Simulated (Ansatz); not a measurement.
# YAl3N4: the cost of one run

Program: Ansatz 0.2.0. Level of theory: DFT PBE, scalar-relativistic, plane waves, PAW. These are calculated values, not measurements.

**1. Starting point**

It takes space group Pm-3m (No. 221, cubic). Conventional cell: a = 4.387 Å, b = 4.387 Å, c = 4.387 Å, α = 90.00°, β = 90.00°, γ = 90.00°. Y (site symmetry m-3m) is surrounded by 6 N at 2.19 Å. Al (site symmetry 4/mmm) is surrounded by 6 N at 2.19 Å. Around N (site symmetry 4/mmm) lie 2 Y at 2.19 Å and 4 Al at 2.19 Å. Around N (site symmetry m-3m) lie 6 Al at 2.19 Å.

Structure file:

```xyz
8
Lattice="4.3869 0.0000 0.0000 0.0000 4.3869 0.0000 0.0000 0.0000 4.3869" Properties=species:S:1:pos:R:3 pbc="T T T"
Y     2.1935    2.1935    2.1935
Al    0.0000    0.0000    2.1935
Al    2.1935    0.0000    0.0000
Al    0.0000    2.1935    0.0000
N     2.1935    2.1935    0.0000
N     0.0000    2.1935    2.1935
N     2.1935    0.0000    2.1935
N     0.0000    0.0000    0.0000
```

The cell was relaxed beforehand at this level, from a generated guess; it needn't be the stable form of this composition. At a tolerance of 0.02 Å it has space group Pm-3m (No. 221); it has 10.55 Å³/atom, an uncorrected energy of -0.87 eV/atom over the elements.

**2. Electronic structure at the relaxed geometry**

File input.yaml:

```yaml
crystal:
  lattice:
    - [4.3869337122, 0.0, 0.0]
    - [0.0, 4.3869337122, 0.0]
    - [0.0, 0.0, 4.3869337122]
  atoms:
    - { symbol: "Y", position: [0.5, 0.5, 0.5] }
    - { symbol: Al, position: [0.0, 0.0, 0.5] }
    - { symbol: Al, position: [0.5, 0.0, 0.0] }
    - { symbol: Al, position: [0.0, 0.5, 0.0] }
    - { symbol: "N", position: [0.5, 0.5, 0.0] }
    - { symbol: "N", position: [0.0, 0.5, 0.5] }
    - { symbol: "N", position: [0.5, 0.0, 0.5] }
    - { symbol: "N", position: [0.0, 0.0, 0.0] }
basis:
  ecutwfc: 420
kpoints:
  mp_grid: { grid: [6, 6, 6] }
  band_path:
    path:
      - [[0.0, 0.0, 0.0], [0.0, 0.5, 0.0], [0.5, 0.5, 0.0], [0.0, 0.0, 0.0], [0.5, 0.5, 0.5], [0.0, 0.5, 0.0]]
      - [[0.5, 0.5, 0.5], [0.5, 0.5, 0.0]]
    npoints: 14
hamiltonian:
  xc: pbe
scf:
  occupations: { method: gaussian, width: 0.02 }
  n_extra_bands: 20
output:
  forces: true
  stress: true
  eigenvalues: true
  populations: true
  dos: { projected: true, de: 0.02, nscf_kmesh: { grid: [9, 9, 9] } }
  bader: true
  write_density: true
  write_potential: true
  elf: true
  volumetric_format: npy
```

Command:

```sh
$ ansatz run input.yaml --threads 1 --pin off --max-ram 2560MiB --backend cpu --events-out ev --progress --plain --runs-dir out
```

Q: Estimate wall time and peak memory on 1 thread of Intel Xeon Platinum 8259CL at 2.50GHz (Skylake/Cascade Lake), shared host.

About 95 s, with a peak of 0.47 GiB.
